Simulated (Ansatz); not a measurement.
# CH8GaNO3: basis-set convergence

One table from this session's results is given with a row withheld; the runs are named, their logs left out.

Computed with Ansatz 0.2.0, Gaussian basis. Level: one geometry, several basis sets.

Plan: PBE0-D4/def2-SVP; ωB97M-V/def2-SVP; PBE0-D4/def2-QZVPP; ωB97M-V/def2-QZVPP; the functionals' def2-TZVPP values are taken from earlier runs.

## The relaxed structure

All runs share one geometry, relaxed beforehand with PBE0-D4 in a triple-zeta def2 set.

14 atoms, charge 0, spin multiplicity 1.

Atoms are counted from 1 here; the program's logs count them from 0.

Bond lengths: C1–N2 1.470 Å, C1–H7 1.092 Å, C1–H8 1.089 Å, C1–H9 1.089 Å, N2–Ga3 2.074 Å, N2–H10 1.015 Å, N2–H11 1.015 Å, Ga3–O4 1.812 Å, Ga3–O5 1.811 Å, Ga3–O6 1.812 Å, O4–H12 0.958 Å, O5–H13 0.958 Å, O6–H14 0.958 Å. Angles: N2–C1–H7 112.2°, N2–C1–H8 108.4°, N2–C1–H9 108.3°, H7–C1–H8 110.1°, H7–C1–H9 109.5°, H8–C1–H9 108.3°, C1–N2–Ga3 112.5°, C1–N2–H10 111.3°, C1–N2–H11 110.9°, Ga3–N2–H10 107.7°, Ga3–N2–H11 107.2°, H10–N2–H11 106.9°, N2–Ga3–O4 98.3°, N2–Ga3–O5 99.5°, N2–Ga3–O6 99.8°, O4–Ga3–O5 118.2°, O4–Ga3–O6 117.1°, O5–Ga3–O6 117.2° and more.

Set-up of the first run:

File in.yaml:

```yaml
crystal:
  periodic: [false, false, false]
  atoms:
    - {symbol: C, position_ang: [0.097696, -1.673389, 0.849016]}
    - {symbol: N, position_ang: [0.903682, -0.561316, 0.325392]}
    - {symbol: Ga, position_ang: [-0.260439, 0.947663, -0.492783]}
    - {symbol: O, position_ang: [-0.930603, 1.626736, 1.047564]}
    - {symbol: O, position_ang: [1.027450, 1.886278, -1.352240]}
    - {symbol: O, position_ang: [-1.380715, -0.045466, -1.513934]}
    - {symbol: H, position_ang: [0.716389, -2.478279, 1.251138]}
    - {symbol: H, position_ang: [-0.530737, -2.051878, 0.043918]}
    - {symbol: H, position_ang: [-0.549821, -1.285874, 1.634848]}
    - {symbol: H, position_ang: [1.547195, -0.878476, -0.392274]}
    - {symbol: H, position_ang: [1.464073, -0.143217, 1.060962]}
    - {symbol: H, position_ang: [-1.888440, 1.654627, 1.053612]}
    - {symbol: H, position_ang: [1.093974, 2.791030, -1.043313]}
    - {symbol: H, position_ang: [-1.322506, 0.182259, -2.443108]}
basis:
  gaussian: {orbitals: def2-SVP}
hamiltonian: {xc: pbe0, dispersion: d4}
output: {orbitals: {seedname: orbitals}}
```

Run with:

```console
$ ansatz run in.yaml --threads 4 --pin off --events-out ev --progress --plain --max-ram 11315MiB
```

Among the steps run: PBE0-D4 in def2-SVP; ωB97M-V in def2-SVP; PBE0-D4 in def2-QZVPP; ωB97M-V in def2-QZVPP.

One of the session's tables, all rows but one given; the rest of the session is left out.

It belongs to the step «Functionals by basis». 

| functional | basis | HOMO (eV) | LUMO (eV) |
| --- | --- | --- | --- |
| PBE0-D4 | def2-SVP | -7.46 | 0.60 |
| PBE0-D4 | def2-TZVPP | -7.81 | 0.06 |
| PBE0-D4 | def2-QZVPP | ? | ? |
| ωB97M-V | def2-SVP | -9.93 | 2.25 |
| ωB97M-V | def2-TZVPP | -10.30 | 1.53 |
| ωB97M-V | def2-QZVPP | -10.40 | 1.04 |

Q: Estimate the row for PBE0-D4, def2-QZVPP from the others.

As computed: HOMO (eV): -7.91; LUMO (eV): -0.23. In the column «HOMO (eV)» it lies between ωB97M-V, def2-SVP (-9.93) and PBE0-D4, def2-TZVPP (-7.81).
